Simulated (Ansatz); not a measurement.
# MgCd3, space group Fm-3m: a convergence test of the k-point mesh

With Ansatz 0.2.0, Python API.

The script reads `POSCAR_mgcd3`:
```text
MgCd3
1.0
   0.00000000    3.54032500    3.54032500
   3.54032500    0.00000000    3.54032500
   3.54032500    3.54032500    0.00000000
Mg Cd
1 3
Direct
   0.50000000    0.50000000    0.50000000
   0.00000000    0.00000000    0.00000000
   0.25000000    0.25000000    0.25000000
   0.75000000    0.75000000    0.75000000
```

Notebook, run cell by cell (the value of a cell's last expression is shown):

**Cell 1**
```python
import csv
import warnings

import ansatz as az
from ase.io import read
```

**Cell 2**
```python
warnings.simplefilter("ignore", az.DeckWarning)
```

**Cell 3**
```python
atoms = read("POSCAR_mgcd3", format="vasp")
system = az.Crystal.from_ase(atoms)
```

**Cell 4**
```python
system.resolved().tree()["lattice"]
```
Output:
```text
((0.0, 3.540325, 3.540325), (3.540325, 0.0, 3.540325), (3.540325, 3.540325, 0.0))
```

**Cell 5**
```python
calculation = (
    system.calculation()
    .occupations("Fermi-Dirac", width=0.15)
    .functional(az.Functional.LDA)
    .pseudopotentials("paw")
)
```

**Cell 6**
```python
rows = []
for value in [(2, 2, 2), (3, 3, 3), (4, 4, 4), (5, 5, 5), (6, 6, 6), (7, 7, 7)]:
    summary = calculation.kpoints(*value).run(threads=1).report
    rows.append((value, summary["free_energy_ev"] / len(summary["lattice"]["sites"]), summary["n_iterations"], summary["n_kpoints"]))
```

**Cell 7**
```python
with open("kconv.csv", "w", newline="") as handle:
    writer = csv.writer(handle)
    writer.writerow(["mesh", "F/atom (eV)", "iterations", "k-points"])
    writer.writerows([round(v, 5) if isinstance(v, float) else v for v in row] for row in rows)
```

**Cell 8**
```python
# differences from the last row
for row in rows[:-1]:
    shift = 1000 * (row[1] - rows[-1][1])
    print(f"{row[0]}: {shift:+.2f} meV/atom" + ("  (within 5 meV)" if abs(shift) < 5 else ""))
```
Output:
```text
(2, 2, 2): +494.01 meV/atom
(3, 3, 3): +64.37 meV/atom
(4, 4, 4): +21.48 meV/atom
(5, 5, 5): +5.75 meV/atom
(6, 6, 6): +1.73 meV/atom  (within 5 meV)
```

It writes `kconv.csv`:
```csv
mesh,F/atom (eV),iterations,k-points
"(2, 2, 2)",-6563.32472,6,3
"(3, 3, 3)",-6563.75437,6,4
"(4, 4, 4)",-6563.79726,7,8
"(5, 5, 5)",-6563.81298,7,10
"(6, 6, 6)",-6563.817,7,16
"(7, 7, 7)",-6563.81873,7,20
```

From 6×6×6 on it stays within 5 meV an atom of the value at 7×7×7; the first row (2×2×2) is off by 494.0 meV and the last but one by 1.73 meV. This holds for F at a smearing of 0.15 eV; a narrower one needs a denser mesh.

Caveats:
- The smearing is wide enough that free energy and stress hold a thermal part of the electrons.
- The structure comes from a database of computed cells and needn't be a stable or known phase.
- Shifts are counted from the finest mesh, which is itself no proven limit.
- It ran for 8.3 s on 1 thread of Arm Neoverse V2, on a shared host, peak memory 0.46 GiB.

(Lines on the test bed's own set-up are left out of the output.)
